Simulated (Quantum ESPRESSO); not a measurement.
The system is ZrSc2F.

```xyz
4
Lattice="3.8624 0.0000 0.0000 -1.9312 3.3449 0.0000 0.0000 0.0000 4.8908" Properties=species:S:1:pos:R:3 pbc="T T T"
Zr    0.0000    2.2300    0.0000
Sc    0.0000    0.0000    1.2236
Sc    0.0000    0.0000    3.6672
F     1.9312    1.1150    2.4454
```

The cell was built by a generator and needn't be a form met in nature.

Base run:

| Property | Result |
| --- | --- |
| Program | Quantum ESPRESSO 7.5 |
| Functional | PBE |
| Potentials or basis | SSSP 1.3 efficiency PBE |
| Cutoff | 816 eV |
| Density cutoff | 5987 eV |
| k mesh | 8 × 8 × 6 |
| Occupations | fermi-dirac, width 0.05 eV |
| Spin | no spin polarisation |

Its results: band gap on the k mesh none (metal or under the smearing width); pressure 28.9 GPa; largest force 3.842 eV/Å.

Question: The run is repeated on the same cell with these changes: potentials or basis from SSSP 1.3 efficiency PBE to GBRV 1.5 LDA; cutoff from 816 eV to 612 eV; density cutoff from 5987 eV to 4898 eV; dispersion from none to D3(BJ). What comes out?

Answer: Band gap on the k mesh none (metal or under the smearing width); pressure 24.2 GPa; largest force 3.826 eV/Å.

Caveats: an odd number of electrons without spin polarisation forces a metal; a magnetic or distorted state may lie lower; a pressure of tens of GPa on the cell as given is suspect, and the run, the potentials or the cell itself is likely at fault (some runs); the potentials were made for another functional, which shifts forces and pressure (some runs); so large a pressure means that the cell lies far from this level's equilibrium, or that cutoff or potentials fall short (some runs); pairwise dispersion overbinds metals, which lowers pressure and volume (some runs).

Not every run made on this cell is shown here.
